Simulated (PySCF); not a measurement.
# C4H9BrSi2: the cost of one run

Programs: PySCF 2.14.0, with density-fitted response routines of our own. Each step states its level of theory. These are calculated values for one molecule in the gas phase, unless marked as measured. Atoms count from 0, in the outputs and in this text.

## 1. The molecule as given

16 atoms, charge 0, multiplicity 1; geometry from: GFN2-xTB.

Bonds of the start (Å): C0–C1 1.20, C1–Si2 1.85, Si2–C3 1.89, Si2–Br4 2.26, Si2–C5 1.89, C5–Si6 1.91, C0–H7 1.05, C3–H8 1.09, C3–H9 1.09, C3–H10 1.09, C5–H11 1.09, C5–H12 1.09, Si6–H13 1.46, Si6–H14 1.47, Si6–H15 1.46.

## 2. Ultraviolet spectrum: CAM-B3LYP/def2-SVPD

Job settings and geometry (Å):

```
{"job": {"kind": "uv", "xc": "CAM-B3LYP", "basis": "def2-SVPD", "nstates": 8, "ntriplets": 3}, "charge": 0, "multiplicity": 1}
C     -1.807236     3.092595     0.338283
C     -1.241834     2.056003     0.113404
Si    -0.347175     0.480163    -0.270490
C     -1.571437    -0.952483    -0.443182
Br     0.582507     0.810666    -2.298983
C      1.061115     0.176125     0.960439
Si     1.997480    -1.473569     0.758100
H     -2.307355     3.996973     0.536345
H     -1.996462    -1.220445     0.519105
H     -2.390596    -0.689337    -1.106986
H     -1.084038    -1.834020    -0.850848
H      0.655632     0.230484     1.970890
H      1.775689     0.996126     0.877990
H      3.095101    -1.501566     1.725005
H      1.061480    -2.568940     1.032846
H      2.509531    -1.589829    -0.605846
```

With the program's defaults for keys left out, this is: TDDFT CAM-B3LYP/def2-SVPD, vertical, gas phase, core orbitals frozen in the response.

Run with:

```bash
OMP_NUM_THREADS=1 python probes_run.py task.json out
```

One launch serves the whole session: the jobs run in the order shown.

**Question.** How long does this job take on 1 thread of Arm Neoverse N1, shared host, and how much memory does it need?

About 2.6 min, with a peak of 1.2 GiB.
